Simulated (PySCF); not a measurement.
# [Tl(NH2)2]+: other functionals and bases at one geometry

One table from this session's results is given with a row withheld; the runs are named, their logs left out.

Method: several levels, as the steps say, no spin–orbit coupling; program: PySCF 2.14.0.

1 further run of the same task is left out (for a known fault of the program).

## Where the work starts

7 atoms, charge 1, spin multiplicity 1.

Bond lengths: Tl1–N2 2.070 Å, Tl1–N5 2.070 Å, N2–H3 1.038 Å, N2–H4 1.037 Å, N5–H6 1.038 Å, N5–H7 1.037 Å. Angles: N2–Tl1–N5 164.7°, Tl1–N2–H3 108.6°, Tl1–N2–H4 108.9°, H3–N2–H4 106.9°, Tl1–N5–H6 108.6°, Tl1–N5–H7 108.9°, H6–N5–H7 106.9°.

Geometry (Å):

```xyz
7
H4N2Tl
Tl    0.0000    0.0000   -0.0590
N     2.0467    0.1430    0.2174
H     2.4234   -0.8067    0.4020
H     2.4822    0.4751   -0.6631
N    -2.0467   -0.1430    0.2174
H    -2.4234    0.8067    0.4020
H    -2.4822   -0.4751   -0.6631
```

Formal oxidation states: Tl +3. An earlier session relaxed this geometry at BP86, Tl def2-SVP with ECP60, N def2-SVP, H def2-SVP (singlet, point group C2).

At BP86 on the finer grid: E = -284.194085 Eh, HOMO -11.99 eV, LUMO -8.79 eV, Mulliken charge on Tl1 +0.71 e, largest force component 0.023 eV/Å. 

Levels to run: HF; M06-L; r2SCAN; wB97X; BP86, TZVP; BP86, x2c-SVP. Hardware: 2 threads of Arm Neoverse V1, shared host.

Set-up of the first run:

run.py (the lines that set the calculation) reads:

```python
mol = gto.M(atom='''
Tl     0.00000     0.00000    -0.05895
N      2.04668     0.14303     0.21739
H      2.42342    -0.80673     0.40200
H      2.48219     0.47508    -0.66313
N     -2.04668    -0.14303     0.21739
H     -2.42342     0.80673     0.40200
H     -2.48219    -0.47508    -0.66313''',
    basis={'Tl': 'def2-SVP', 'N': 'def2-SVP', 'H': 'def2-SVP'},
    ecp={'Tl': 'def2-SVP'},
    charge=1, spin=0)
mf = scf.RHF(mol)
mf = mf.density_fit()  # fitting sets: Tl def2-universal-JKFIT, N def2-universal-JKFIT, H def2-universal-JKFIT
mf.conv_tol = 1e-08; mf.max_cycle = 55
mf.kernel(dm0)  # dm0: the density of the relaxed state
```

Run with:

```sh
> OMP_NUM_THREADS=2 python run.py
```

Among the steps run: HF; M06-L; r2SCAN; wB97X; BP86, TZVP; BP86, x2c-SVP.

One of the session's tables, all rows but one given; the rest of the session is left out.

| level | HOMO (eV) | gap (eV) | charge on Tl1 (e) | dipole (D) | largest force component (eV/Å) |
| --- | --- | --- | --- | --- | --- |
| BP86 (relaxed here) | -11.99 | 3.20 | 0.71 | 1.78 | 0.02 |
| HF | -16.16 | 11.87 | 1.05 | 2.37 | 1.26 |
| M06-L | -12.00 | 3.61 | 0.92 | 1.93 | 0.45 |
| r2SCAN | -12.15 | 3.61 | 0.79 | 1.88 | 0.35 |
| wB97X | -15.46 | 9.74 | 0.83 | 2.11 | 0.68 |
| BP86, TZVP | ? | ? | ? | ? | ? |
| BP86, x2c-SVP | -11.97 | 3.21 | 0.76 | 1.78 | 0.44 |

**Question.** Estimate the row for BP86, TZVP.

The run gave: HOMO (eV): -12.11; gap (eV): 3.36; charge on Tl1 (e): 0.92; dipole (D): 1.72; largest force component (eV/Å): 0.23. In the column «HOMO (eV)» it lies between r2SCAN (-12.15) and M06-L (-12.00).

The dipole of a charged species depends on the origin, so these sizes hold for this origin alone.

In one basis the HOMO–LUMO gap runs from 3.20 eV (BP86) to 11.87 eV (HF). The largest leftover force, 1.26 eV/Å with HF, stands at a geometry relaxed at another level. Total energies of different levels can't be compared.
